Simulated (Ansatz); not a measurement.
**CAM-B3LYP/6-311+G(d,p) run of BNH3OF (SMILES NB(O)F)**

What is the energy change on altering one bond length of BNH3OF at CAM-B3LYP/6-311+G**? 

The results are computed with Ansatz 0.2.0.

122 further runs of the same task are left out: 122 set aside as unsound or not needed.

### Step 1. The molecule

The species is BNH3OF (7 atoms), meant as a singlet with charge 0. SMILES: `NB(O)F`. Geometry: relaxed at PBE0-D4/def2-TZVP. This is one conformer, not always the lowest.

Bond lengths: N1–B2 1.406 Å, B2–O3 1.363 Å, B2–F4 1.337 Å, N1–H5 1.004 Å, N1–H6 1.003 Å, O3–H7 0.957 Å. Angles: N1–B2–O3 125.7°, N1–B2–F4 118.3°, O3–B2–F4 116.0°, B2–N1–H5 121.1°, B2–N1–H6 124.7°, B2–O3–H7 114.6°, H5–N1–H6 114.2°.

### Step 2. The energy at CAM-B3LYP/6-311+G(d,p)

run.yaml

```yaml
crystal:
  periodic: [false, false, false]
  atoms:
    - {symbol: "N", position_ang: [-0.531800, 0.753400, -0.032100]}
    - {symbol: B, position_ang: [0.039300, -0.505700, -0.288800]}
    - {symbol: O, position_ang: [1.106300, -1.044300, 0.367000]}
    - {symbol: F, position_ang: [-0.494800, -1.258200, -1.256300]}
    - {symbol: H, position_ang: [-1.320400, 1.081700, -0.559700]}
    - {symbol: H, position_ang: [-0.210100, 1.394300, 0.668500]}
    - {symbol: H, position_ang: [1.472700, -0.489200, 1.055700]}
basis:
  gaussian:
    orbitals: 6-311+G_st__st_.json
hamiltonian:
  xc: {name: CAM-B3LYP}
accuracy: high
output: {orbitals: {seedname: orbitals}}
```

The basis set 6-311+G** is read from a file made from the Basis Set Exchange's data (not shown).

Launch:

```bash
$ ansatz run run.yaml --threads 1 --pin off --max-ram 3480MiB --events-out events.jsonl --progress --plain --runs-dir runs
```

Output:

```text
Warning: RAYON_NUM_THREADS=1 ignored (pool sized by the plan → 1); use --threads N
Functional definition: CAM-B3LYP
  name "CAM-B3LYP"
  parameter alpha = 0.19
  parameter beta = 0.46
  parameter omega = 0.33/bohr
  parameter ac = 0.81
  exchange = (1 - alpha - beta)*b88_x + beta*b88_x_sr(omega) + alpha*exact_x + beta*exact_x_lr(omega)
  correlation = (1 - ac)*vwn5_c + ac*lyp_c
2051 factors; integrals over basis functions are off by at most 5.0e-9 eV
421 factors; integrals over basis functions are off by at most 3.0e-9 eV
mean field evaluation 1: about -6974.7906 eV, gradient 7.3e1 eV
mean field evaluation 2: about -6972.5270 eV, gradient 8.2e1 eV
mean field evaluation 4: about -6983.4531 eV, gradient 3.2e0 eV
mean field evaluation 8: about -6983.4674 eV, gradient 8.1e-2 eV
mean field evaluation 16: about -6983.4674 eV, gradient 8.8e-6 eV
mean field -6983.46744100 eV, -256.6376948926 hartree, gradient 7.5e-8 eV, S^2 0.000000; 0 other end points of the search recorded, 0 dependent functions left out
reference -6983.46746126 eV, -256.6376956369 hartree; 16, 16 occupied and 90, 90 virtual orbitals, 2051 factors
Total energy: -6983.46746126 eV, -256.6376956369 hartree
```

It took 9 s on 1 thread of Intel Xeon Platinum 8259CL at 2.50GHz (Skylake/Cascade Lake), shared host; peak memory 0.37 GiB.

### Step 3. The distorted shape, same level

molecule.yaml

```yaml
crystal:
  periodic: [false, false, false]
  atoms:
    - {symbol: N, position_ang: [-0.988700, 1.760725, 0.173269]}
    - {symbol: B, position_ang: [0.039300, -0.505700, -0.288800]}
    - {symbol: O, position_ang: [1.106300, -1.044300, 0.367000]}
    - {symbol: F, position_ang: [-0.494800, -1.258200, -1.256300]}
    - {symbol: H, position_ang: [-1.777300, 2.089025, -0.354331]}
    - {symbol: H, position_ang: [-0.667000, 2.401625, 0.873869]}
    - {symbol: H, position_ang: [1.472700, -0.489200, 1.055700]}
basis:
  gaussian:
    orbitals: 6-311+G_st__st_.json
hamiltonian:
  xc: {name: CAM-B3LYP}
accuracy: high
output: {orbitals: {seedname: orbitals}}
```

The basis set 6-311+G** is read from a file made from the Basis Set Exchange's data (not shown).

Launch:

```bash
$ ansatz run molecule.yaml --threads 1 --pin off --max-ram 3480MiB --events-out events.jsonl --progress --plain --runs-dir runs
```

Output, cut to the lines that bear on the results:

```text
Warning: RAYON_NUM_THREADS=1 ignored (pool sized by the plan → 1); use --threads N
[... 8 set-up lines as earlier in the session ...]
2034 factors; integrals over basis functions are off by at most 1.4e-8 eV
460 factors; integrals over basis functions are off by at most 2.1e-9 eV
mean field evaluation 1: about -6965.0628 eV, gradient 8.1e1 eV
mean field evaluation 2: about -6903.2165 eV, gradient 1.5e2 eV
mean field evaluation 4: about -6977.5402 eV, gradient 1.3e1 eV
mean field evaluation 8: about -6977.9042 eV, gradient 7.3e-1 eV
mean field evaluation 16: about -6977.9024 eV, gradient 3.9e-4 eV
mean field -6977.90240371 eV, -256.4331835441 hartree, gradient 4.9e-8 eV, S^2 0.000000; 0 other end points of the search recorded, 0 dependent functions left out
reference -6977.90242485 eV, -256.4331843210 hartree; 16, 16 occupied and 90, 90 virtual orbitals, 2034 factors
Total energy: -6977.90242485 eV, -256.4331843210 hartree
```

Run time: 8.7 s. Hardware: 1 thread of Intel Xeon Platinum 8259CL at 2.50GHz (Skylake/Cascade Lake), shared host; peak memory 0.36 GiB.

### Step 4. Results

At CAM-B3LYP/6-311+G**:

| quantity | value |
| --- | --- |
| first shape: total energy | -256.63770 Eh |
| first shape: HOMO energy | -9.70 eV |
| first shape: LUMO energy | 0.11 eV |
| first shape: HOMO–LUMO gap | 9.81 eV |
| distorted shape: total energy | -256.43318 Eh |
| distorted shape: HOMO energy | -7.41 eV |
| distorted shape: LUMO energy | -1.77 eV |
| distorted shape: HOMO–LUMO gap | 5.64 eV |
| energy change with the N1–B2 bond stretched from 1.406 to 2.531 Å | 5.565 eV |

With the N1–B2 bond stretched from 1.406 to 2.531 Å the energy rises by 5.57 eV (128 kcal/mol). The first shape isn't relaxed at this level, so the change isn't measured from a minimum.
